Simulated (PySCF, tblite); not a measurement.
# C₅H₆BF₂N: dynamics, then NMR shifts on frames, part 2 of 2

tblite 0.8.0 and PySCF 2.14.0. Atoms count from 0. Earlier steps stand in the parts before.

### Step 5. Shielding tensors: 625 fs, PBE0/pcSseg-1

What the job is given:

```
{"job": {"kind": "nmr", "xc": "PBE0", "basis": "pcSseg-1", "pop": false}, "charge": 0, "multiplicity": 1}
B     -3.447300     1.067800     0.051700
N     -2.068000     0.723500     0.267800
C     -0.961700     0.427400     0.237900
C      0.459200     0.372400     0.649700
F      0.495300     1.230200     1.780000
C      0.908600    -0.952700     0.675200
C      1.535500    -1.928800     0.377300
C      1.203800     1.112900    -0.504300
F      0.622000     2.316400    -0.668300
H     -3.854700     1.146700     1.186200
H     -3.506800     1.996800    -0.697500
H     -4.013100     0.168600    -0.519500
H      1.965300    -2.840800     0.356000
H      2.325900     1.240200    -0.196600
H      1.158700     0.613300    -1.492500
```

With the program's defaults for keys left out, this is: GIAO PBE0/pcSseg-1 NMR shielding, non-relativistic, gas phase.

Standard output:

```text
coarse grid: 13472 points
cycle   1  E = -472.4366868871  dE =  1.497e+00  |g| = 8.956e-01  |ddm| = 3.501e+00
cycle   2  E = -471.8336189810  dE =  6.031e-01  |g| = 1.897e+00  |ddm| = 2.374e+00
cycle   3  E = -472.5938367994  dE = -7.602e-01  |g| = 3.078e-01  |ddm| = 1.783e+00
cycle   4  E = -472.6108428204  dE = -1.701e-02  |g| = 1.517e-01  |ddm| = 3.040e-01
cycle   5  E = -472.6154417702  dE = -4.599e-03  |g| = 3.770e-02  |ddm| = 1.064e-01
cycle   6  E = -472.6157682629  dE = -3.265e-04  |g| = 1.282e-02  |ddm| = 4.086e-02
cycle   7  E = -472.6158042489  dE = -3.599e-05  |g| = 4.407e-03  |ddm| = 1.109e-02
cycle   8  E = -472.6158081595  dE = -3.911e-06  |g| = 1.060e-03  |ddm| = 3.175e-03
final grid: 133680 points
cycle   9  E = -472.6818836239  dE = -4.494e-05  |g| = 7.375e-03  |ddm| = 3.351e-02
cycle  10  E = -472.6818716488  dE =  1.198e-05  |g| = 1.128e-02  |ddm| = 1.666e-02
cycle  11  E = -472.6818955646  dE = -2.392e-05  |g| = 1.756e-03  |ddm| = 9.331e-03
cycle  12  E = -472.6818961424  dE = -5.778e-07  |g| = 7.829e-04  |ddm| = 1.571e-03
cycle  13  E = -472.6818962813  dE = -1.389e-07  |g| = 2.241e-04  |ddm| = 6.438e-04
cycle  14  E = -472.6818962893  dE = -7.989e-09  |g| = 1.252e-04  |ddm| = 2.259e-04
cycle  15  E = -472.6818962927  dE = -3.400e-09  |g| = 2.374e-05  |ddm| = 8.548e-05
cycle  16  E = -472.6818962928  dE = -1.045e-10  |g| = 6.816e-06  |ddm| = 2.133e-05
converged SCF energy = -472.6818962928

GIAO shielding tensors (ppm)
atom      isotropic    diamagn.    paramagn.     s11        s22        s33       span
  0 B      144.529     194.246     -49.717    129.528    135.755    168.304     38.776
  1 N        5.897     327.112    -321.215   -140.665   -123.614    281.970    422.635
  2 C       76.363     269.193    -192.829    -16.887    -12.808    258.786    275.673
  3 C      101.546     238.388    -136.842     74.556     93.635    136.447     61.891
  4 F      308.948     470.861    -161.912    211.069    326.608    389.168    178.099
  5 C      111.401     261.594    -150.194     11.523     18.895    303.784    292.260
  6 C       88.064     258.830    -170.766     17.436     29.142    217.613    200.178
  7 C       88.480     242.595    -154.115     64.576     73.502    127.362     62.786
  8 F      383.892     470.968     -87.075    337.002    365.949    448.725    111.723
  9 H       29.423      28.242       1.181     26.034     28.210     34.027      7.993
 10 H       29.477      29.555      -0.078     25.940     29.053     33.437      7.497
 11 H       29.166      29.751      -0.584     26.106     28.401     32.992      6.885
 12 H       30.208      33.259      -3.050     25.573     25.960     39.092     13.519
 13 H       25.269      25.582      -0.314     21.811     25.531     28.463      6.652
 14 H       26.380      28.087      -1.708     23.081     26.626     29.433      6.352
```

Wall time 21 s (1 thread of INTEL XEON PLATINUM 8581C at 2.30GHz, shared host); peak memory 0.84 GiB.

Key values: δ C2 110.6, C6 98.9, C7 98.4, C3 85.4, H13 6.45, H14 5.34 ppm.

### Step 6. Nuclear shieldings: 800 fs, PBE0/pcSseg-1

What the job is given:

```
{"job": {"kind": "nmr", "xc": "PBE0", "basis": "pcSseg-1", "pop": false}, "charge": 0, "multiplicity": 1}
B     -3.069100     0.200800     1.510400
N     -1.822900     0.213300     0.720700
C     -0.773600     0.343400     0.296700
C      0.661900     0.549400     0.230900
F      1.065100     1.297000     1.341800
C      1.170500    -0.793100     0.338300
C      1.472800    -1.931500     0.491600
C      1.146800     1.394500    -0.985800
F     -0.011100     2.009300    -1.639900
H     -3.382800     1.296500     1.413400
H     -3.772900    -0.620700     1.028800
H     -2.720100    -0.137000     2.660500
H      1.763800    -2.903100     0.753400
H      1.765700     2.236100    -0.612700
H      1.775400     0.793800    -1.699300
```

Method: GIAO PBE0/pcSseg-1 NMR shielding, non-relativistic, gas phase.

Standard output:

```text
coarse grid: 13472 points
cycle   1  E = -472.4370716426  dE =  1.359e+00  |g| = 9.132e-01  |ddm| = 3.525e+00
cycle   2  E = -471.8799249424  dE =  5.571e-01  |g| = 1.877e+00  |ddm| = 2.633e+00
cycle   3  E = -472.6014150857  dE = -7.215e-01  |g| = 2.944e-01  |ddm| = 1.893e+00
cycle   4  E = -472.6166377840  dE = -1.522e-02  |g| = 1.476e-01  |ddm| = 2.826e-01
cycle   5  E = -472.6210123226  dE = -4.375e-03  |g| = 3.078e-02  |ddm| = 1.016e-01
cycle   6  E = -472.6212280001  dE = -2.157e-04  |g| = 6.237e-03  |ddm| = 3.387e-02
cycle   7  E = -472.6212354964  dE = -7.496e-06  |g| = 3.158e-03  |ddm| = 6.655e-03
final grid: 133680 points
cycle   8  E = -472.6877128348  dE = -4.518e-05  |g| = 8.369e-03  |ddm| = 4.541e-02
cycle   9  E = -472.6876851029  dE =  2.773e-05  |g| = 1.454e-02  |ddm| = 1.934e-02
cycle  10  E = -472.6877282566  dE = -4.315e-05  |g| = 2.336e-03  |ddm| = 1.092e-02
cycle  11  E = -472.6877293327  dE = -1.076e-06  |g| = 9.061e-04  |ddm| = 1.806e-03
cycle  12  E = -472.6877294802  dE = -1.475e-07  |g| = 2.514e-04  |ddm| = 7.451e-04
cycle  13  E = -472.6877294912  dE = -1.099e-08  |g| = 1.463e-04  |ddm| = 2.792e-04
cycle  14  E = -472.6877294958  dE = -4.630e-09  |g| = 1.534e-05  |ddm| = 1.049e-04
cycle  15  E = -472.6877294959  dE = -4.150e-11  |g| = 5.208e-06  |ddm| = 2.218e-05
converged SCF energy = -472.6877294959

GIAO shielding tensors (ppm)
atom      isotropic    diamagn.    paramagn.     s11        s22        s33       span
  0 B      140.858     194.906     -54.048    126.000    132.529    164.046     38.045
  1 N       -2.119     329.382    -331.501   -158.488   -112.473    264.603    423.091
  2 C       78.608     269.783    -191.175    -20.254    -10.180    266.259    286.513
  3 C      103.733     232.449    -128.716     84.681     88.423    138.094     53.414
  4 F      292.930     470.316    -177.386    224.324    284.039    370.428    146.104
  5 C      109.284     265.360    -156.076     10.100     16.382    301.370    291.270
  6 C       92.143     255.741    -163.598     26.633     32.639    217.157    190.523
  7 C       79.284     239.883    -160.599     57.155     60.165    120.532     63.376
  8 F      368.885     471.586    -102.700    281.410    385.666    439.579    158.169
  9 H       30.213      30.280      -0.067     26.616     29.451     34.574      7.958
 10 H       29.894      29.918      -0.024     26.835     28.811     34.034      7.199
 11 H       28.432      29.240      -0.808     25.216     28.016     32.065      6.849
 12 H       28.764      33.094      -4.330     24.324     24.657     37.311     12.987
 13 H       25.790      26.470      -0.680     22.635     26.718     28.018      5.383
 14 H       25.827      24.977       0.850     22.563     26.984     27.936      5.373
```

Run time: 20 s. Hardware: 1 thread of INTEL XEON PLATINUM 8581C at 2.30GHz, shared host; peak memory 0.84 GiB.

This run: δ C2 108.3, C7 107.6, C6 94.8, C3 83.2, H13 5.93, H14 5.89 ppm.

### Step 7. Nuclear shieldings: 1000 fs, PBE0/pcSseg-1

What the job is given:

```
{"job": {"kind": "nmr", "xc": "PBE0", "basis": "pcSseg-1", "pop": false}, "charge": 0, "multiplicity": 1}
B     -2.582900     0.486600     1.751200
N     -1.339100     0.724000     1.071700
C     -0.232100     0.659600     0.722300
C      1.023700     0.653000    -0.020500
F      1.888700     1.573100     0.437500
C      1.433900    -0.789800     0.133900
C      1.545200    -1.961600     0.411100
C      0.759200     0.799200    -1.505000
F     -0.159000     1.746600    -1.750900
H     -2.367400     0.097400     2.839300
H     -3.004000     1.602200     1.670000
H     -3.164200    -0.281100     1.041500
H      1.877100    -2.884400     0.770300
H      1.567100     1.034100    -2.135100
H      0.536400    -0.173500    -1.857700
```

Method: GIAO PBE0/pcSseg-1 NMR shielding, non-relativistic, gas phase.

Standard output:

```text
coarse grid: 13472 points
cycle   1  E = -472.4376331327  dE =  1.587e+00  |g| = 8.925e-01  |ddm| = 3.540e+00
cycle   2  E = -471.8309717849  dE =  6.067e-01  |g| = 1.881e+00  |ddm| = 2.288e+00
cycle   3  E = -472.5919360154  dE = -7.610e-01  |g| = 3.220e-01  |ddm| = 1.661e+00
cycle   4  E = -472.6113189154  dE = -1.938e-02  |g| = 1.410e-01  |ddm| = 2.995e-01
cycle   5  E = -472.6152062837  dE = -3.887e-03  |g| = 3.301e-02  |ddm| = 9.158e-02
cycle   6  E = -472.6154592713  dE = -2.530e-04  |g| = 1.206e-02  |ddm| = 3.515e-02
cycle   7  E = -472.6154908754  dE = -3.160e-05  |g| = 4.677e-03  |ddm| = 1.084e-02
cycle   8  E = -472.6154954620  dE = -4.587e-06  |g| = 8.742e-04  |ddm| = 3.142e-03
final grid: 133680 points
cycle   9  E = -472.6804349617  dE = -4.839e-05  |g| = 6.899e-03  |ddm| = 3.545e-02
cycle  10  E = -472.6804295052  dE =  5.457e-06  |g| = 9.186e-03  |ddm| = 1.334e-02
cycle  11  E = -472.6804456633  dE = -1.616e-05  |g| = 1.882e-03  |ddm| = 7.409e-03
cycle  12  E = -472.6804463534  dE = -6.901e-07  |g| = 6.407e-04  |ddm| = 1.603e-03
cycle  13  E = -472.6804464467  dE = -9.336e-08  |g| = 1.830e-04  |ddm| = 5.305e-04
cycle  14  E = -472.6804464514  dE = -4.714e-09  |g| = 1.064e-04  |ddm| = 1.640e-04
cycle  15  E = -472.6804464539  dE = -2.444e-09  |g| = 2.267e-05  |ddm| = 7.273e-05
cycle  16  E = -472.6804464540  dE = -9.902e-11  |g| = 4.993e-06  |ddm| = 1.766e-05
converged SCF energy = -472.6804464540

GIAO shielding tensors (ppm)
atom      isotropic    diamagn.    paramagn.     s11        s22        s33       span
  0 B      144.353     195.855     -51.502    128.499    137.217    167.345     38.846
  1 N        4.131     330.540    -326.408   -157.035   -110.211    279.640    436.675
  2 C       76.956     269.174    -192.218    -16.348     -7.187    254.403    270.751
  3 C      106.242     237.875    -131.634     82.393     91.218    145.114     62.721
  4 F      366.161     466.504    -100.343    338.668    367.764    392.051     53.382
  5 C      102.238     269.784    -167.545     -4.807     12.936    298.586    303.393
  6 C       92.618     256.390    -163.771     17.966     33.531    226.358    208.393
  7 C      102.437     241.060    -138.623     76.690     84.952    145.670     68.981
  8 F      424.170     471.506     -47.336    382.786    397.547    492.177    109.391
  9 H       29.674      30.494      -0.820     26.368     29.226     33.428      7.060
 10 H       29.775      28.873       0.902     26.058     28.725     34.543      8.485
 11 H       29.478      30.716      -1.239     26.251     28.727     33.455      7.204
 12 H       28.825      31.813      -2.988     23.878     24.745     37.851     13.973
 13 H       27.094      28.382      -1.288     23.499     27.324     30.457      6.958
 14 H       27.644      29.516      -1.872     23.527     28.592     30.813      7.286
```

It took 20 s on 1 thread of INTEL XEON PLATINUM 8581C at 2.30GHz, shared host; peak memory 0.84 GiB.

In short: δ C2 110.0, C6 94.3, C5 84.7, C7 84.5, H13 4.62, H14 4.07 ppm.

### Step 8. Run by run: NMR shifts

Shifts (ppm) of some atoms, chosen among heavy atoms and hydrogens apart, with basis size and wall time:

| frame | C7 | C3 | H14 | H12 | N1 | F4 | F8 | functions | time |
| --- | --- | --- | --- | --- | --- | --- | --- | --- | --- |
| 250 fs | 92.8 | 87.9 | 5.54 | 3.40 | 255.0 | -100.2 | -248.3 | 183 | 28 s |
| 425 fs | 102.6 | 77.0 | 5.94 | 4.55 | 248.7 | -217.6 | -218.7 | 183 | 19 s |
| 625 fs | 98.4 | 85.4 | 5.34 | 1.51 | 261.8 | -138.0 | -212.9 | 183 | 21 s |
| 800 fs | 107.6 | 83.2 | 5.89 | 2.95 | 269.8 | -122.0 | -197.9 | 183 | 20 s |
| 1000 fs | 84.5 | 80.7 | 4.07 | 2.89 | 263.6 | -195.2 | -253.2 | 183 | 20 s |

### Step 9. Summary of results

What follows sums up all 2 parts.

| quantity | value |
| --- | --- |
| thermostat | 400 K |
| mean temperature, second half | 461 K |
| mean potential energy above the minimum | 0.71 eV |
| 13C shifts against TMS (PBE0/pcSseg-1, 250 fs) | 104.3, 98.2, 92.8, 87.9, 79.1 ppm |
| 1H shifts against TMS (PBE0/pcSseg-1, 250 fs) | 5.54, 5.14, 3.40, 2.78, 2.62, 1.82 ppm |
| 11B shifts against BF3·OEt2 (PBE0/pcSseg-1, 250 fs) | -44.7 ppm |
| 15N shifts against NH3 (PBE0/pcSseg-1, 250 fs) | 255.0 ppm |
| 19F shifts against CFCl3 (PBE0/pcSseg-1, 250 fs) | -100.2, -248.3 ppm |
| surface potential, 1st and 99th percentile | -1.28 V and 2.15 V |
| range of the shift of F4 | -217.6 to -100.2 ppm |

In the second half the potential energy averages 0.71 eV above the minimum; equipartition over 39 harmonic modes at 400 K would give 0.67 eV. With 15 atoms the temperature swings widely (209 to 621 K). Shifts at one fixed geometry are not the observed spectrum, which averages over the motion. In the first frame run (250 fs): Shielding is most anisotropic at N1 (span 423 ppm, paramagnetic term -315 ppm). By nearest atom (PBE0/pcSseg-1), the HOMO sits on H10, H11 about 31 % each; B0 16 % and the LUMO on N1 18 %; C2, C3 about 16 % each. In ppm, F4 moves most: its shift spreads over 117.3 ppm, from -217.6 (425 fs) to -100.2 (250 fs).
